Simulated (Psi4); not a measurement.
# UPTPSS/def2-SVP (ZORA, density fitting for correlation) run of GaHF (SMILES [F][GaH])

Aim: the vertical doublet–quartet gap of GaHF at UPTPSS/def2-SVP (ZORA, density fitting for correlation), from 2 runs. The job is set up through a Python script.

The calculation is run with Psi4 1.11.

2 further runs of the same task are left out: 2 set aside as unsound or not needed.

## 1. The structure to begin with

GaHF has 3 atoms, charge 0, and is taken as a doublet. SMILES: `[F][GaH]`. The shape is that of a PBE0-D4/def2-TZVP optimisation.

Bond lengths: F1–Ga2 1.767 Å, Ga2–H3 1.610 Å. Angles: F1–Ga2–H3 114.1°.

## 2. Energy and gradient at UPTPSS/def2-SVP (ZORA, density fitting for correlation)

The input, job.py:

```python
import psi4

psi4.set_memory(1600000000)
psi4.set_num_threads(1)
psi4.set_output_file('fgah.out', False)

molecule = psi4.geometry("""
0 2
F     -2.36593711     0.85302237    -1.21849541
Ga     0.55255592     0.88779333     0.40459036
H      1.79259420    -1.86308099     0.78877168
units au
no_reorient
no_com
""")

psi4.set_options({
    'basis': 'def2-SVP',
    'reference': 'uks',
    'scf_type': 'pk',
    'freeze_core': True,
    'relativistic': 'zora',
})

energy_value, wavefunction = psi4.gradient("ptpss", molecule=molecule, return_wfn=True)
print('gradient / Eh bohr^-1')
print(energy_value.np.round(6))
print(f'energy = {wavefunction.energy():.10f} Eh')
```

Run with:

```console
$ python job.py
```

fgah.out:

```text
[...]
  Running in c1 symmetry.
[...]
  Nuclear repulsion =   95.413137190110845
[...]
  Multiplicity = 2
[...]
  Nalpha       = 21
  Nbeta        = 20
[...]
    Number of basis functions: 51
[...]
   @UKS iter   1: -2050.09826130695546   -2.62780e+00   4.54551e-02 ADIIS/DIIS
[...]
   @UKS iter  14: -2051.52149158901420   -9.09495e-13   2.74504e-09 DIIS
[...]
   @S^2 Observed:                7.598084007E-01
[...]
    Orbital Energies [Eh]
    ---------------------
    Alpha Occupied:
       1A   -384.885437     2A    -48.125949     3A    -41.936466
       4A    -41.934510     5A    -41.933044     6A    -25.328072
       7A     -6.062884     8A     -4.152613     9A     -4.147239
      10A     -4.143866    11A     -1.255088    12A     -0.982780
      13A     -0.981201    14A     -0.978972    15A     -0.976471
      16A     -0.971342    17A     -0.541636    18A     -0.465377
      19A     -0.450980    20A     -0.433145    21A     -0.273402
    Alpha Virtual:
      22A     -0.028634    23A      0.064458    24A      0.117494
      25A      0.144572    26A      0.291568    27A      0.318357
[...]
  @UKS Final Energy: -2051.52149158901420
   => Energetics <=
    Nuclear Repulsion Energy =             95.4305108283978143
    One-Electron Energy =               -3042.5684487707649168
    Two-Electron Energy =                 938.8799521482959562
    DFT Exchange-Correlation Energy =     -43.2635057949431499
    Empirical Dispersion Energy =           0.0000000000000000
    VV10 Nonlocal Energy =                  0.0000000000000000
    Total Energy =                      -2051.5214915890142038
[...]
 Multipole Moments:
 ------------------------------------------------------------------------------------
     Multipole            Electronic (a.u.)      Nuclear  (a.u.)        Total (a.u.)
 ------------------------------------------------------------------------------------
 L = 1.  Multiply by 2.5417464519 to convert [e a0] to [Debye]
 Dipole X            :          3.1597220           -2.3727083            0.7870137
 Dipole Y            :        -33.2398545           33.3381583            0.0983038
 Dipole Z            :         -1.9167627            2.3642727            0.4475100
 Magnitude           :                                                    0.9106698
[...]
```

The script printed:

```text
gradient / Eh bohr^-1
[[-9.580e-04 -5.100e-05 -5.370e-04]
 [ 4.940e-04  1.173e-03  4.040e-04]
 [ 4.640e-04 -1.122e-03  1.330e-04]]
energy = -2051.6460346945 Eh
```

Run time: 76 s. Hardware: 1 thread of Intel Xeon Platinum 8375C at 2.90GHz (Ice Lake), shared host; peak memory 0.58 GiB.

## 3. The quartet at the same level

The input, job.py:

```python
import psi4

psi4.set_memory(1600000000)
psi4.set_num_threads(1)
psi4.set_output_file('output.dat', False)

geom = psi4.geometry("""
0 4
F     -1.252000     0.451400    -0.644800
Ga     0.292400     0.469800     0.214100
H      0.948600    -0.985900     0.417400
no_reorient
no_com
""")

options = {'reference': 'uks', 'scf_type': 'pk', 'freeze_core': True, 'relativistic': 'zora'}
psi4.set_options(options)

energy_value, wavefunction = psi4.gradient('ptpss/def2-SVP', return_wfn=True)
print('gradient / Eh bohr^-1')
print(energy_value.np.round(6))
print(f'energy = {wavefunction.energy():.10f} Eh')
```

Run with:

```console
$ python job.py
```

output.dat:

```text
[...]
  Running in c1 symmetry.
[...]
  Nuclear repulsion =   95.413137232115915
[...]
  Multiplicity = 4
[...]
  Nalpha       = 22
  Nbeta        = 19
[...]
    Number of basis functions: 51
[...]
   @UKS iter   1: -2049.60239744704040   -2.13193e+00   4.73793e-02 DIIS/ADIIS
[...]
   @UKS iter  19: -2051.30849652268580   -1.81899e-12   6.99017e-09 DIIS
[...]
   @S^2 Observed:                3.762184952E+00
[...]
    Orbital Energies [Eh]
    ---------------------
    Alpha Occupied:
       1A   -384.901188     2A    -48.142151     3A    -41.952635
       4A    -41.950489     5A    -41.950150     6A    -25.393445
       7A     -6.080415     8A     -4.170578     9A     -4.163939
      10A     -4.162063    11A     -1.317933    12A     -1.007808
      13A     -0.997733    14A     -0.995355    15A     -0.991281
      16A     -0.989912    17A     -0.635124    18A     -0.551708
      19A     -0.510633    20A     -0.509410    21A     -0.317293
      22A     -0.183789
    Alpha Virtual:
      23A      0.034720    24A      0.081575    25A      0.118065
[...]
  @UKS Final Energy: -2051.30849652268580
   => Energetics <=
    Nuclear Repulsion Energy =             95.4305108703746612
    One-Electron Energy =               -3041.3362818156574576
    Two-Electron Energy =                 937.8339605032332429
    DFT Exchange-Correlation Energy =     -43.2366860806363817
    Empirical Dispersion Energy =           0.0000000000000000
    VV10 Nonlocal Energy =                  0.0000000000000000
    Total Energy =                      -2051.3084965226858003
[...]
 Multipole Moments:
 ------------------------------------------------------------------------------------
     Multipole            Electronic (a.u.)      Nuclear  (a.u.)        Total (a.u.)
 ------------------------------------------------------------------------------------
 L = 1.  Multiply by 2.5417464519 to convert [e a0] to [Debye]
 Dipole X            :          3.1738640           -2.3727083            0.8011557
 Dipole Y            :        -33.9474878           33.3381584           -0.6093293
 Dipole Z            :         -1.9870710            2.3642729            0.3772019
 Magnitude           :                                                    1.0749018
[...]
```

On the terminal:

```text
gradient / Eh bohr^-1
[[ 0.01554   0.013037  0.010062]
 [-0.006116 -0.064192 -0.010483]
 [-0.009424  0.051155  0.000421]]
energy = -2051.4256522295 Eh
```

Run time: 94 s. Hardware: 1 thread of Intel Xeon Platinum 8375C at 2.90GHz (Ice Lake), shared host; peak memory 0.59 GiB.

## 4. Outcome

At UPTPSS/def2-SVP (ZORA, density fitting for correlation):

| quantity | value |
| --- | --- |
| doublet: total energy | -2051.64603 Eh |
| doublet: ⟨S²⟩ | 0.760 |
| doublet: largest force on an atom | 0.069 eV/Å |
| quartet: total energy | -2051.42565 Eh |
| quartet: ⟨S²⟩ | 3.762 |
| quartet: largest force on an atom | 3.359 eV/Å |
| vertical energy of the quartet above the doublet | 5.997 eV |

At this shape the quartet lies 6.00 eV (579 kJ/mol) above the doublet. The basis (doublet) was contracted for non-relativistic atoms, which limits what the relativistic Hamiltonian can do in the core. The basis (quartet) was contracted for non-relativistic atoms, which limits what the relativistic Hamiltonian can do in the core.
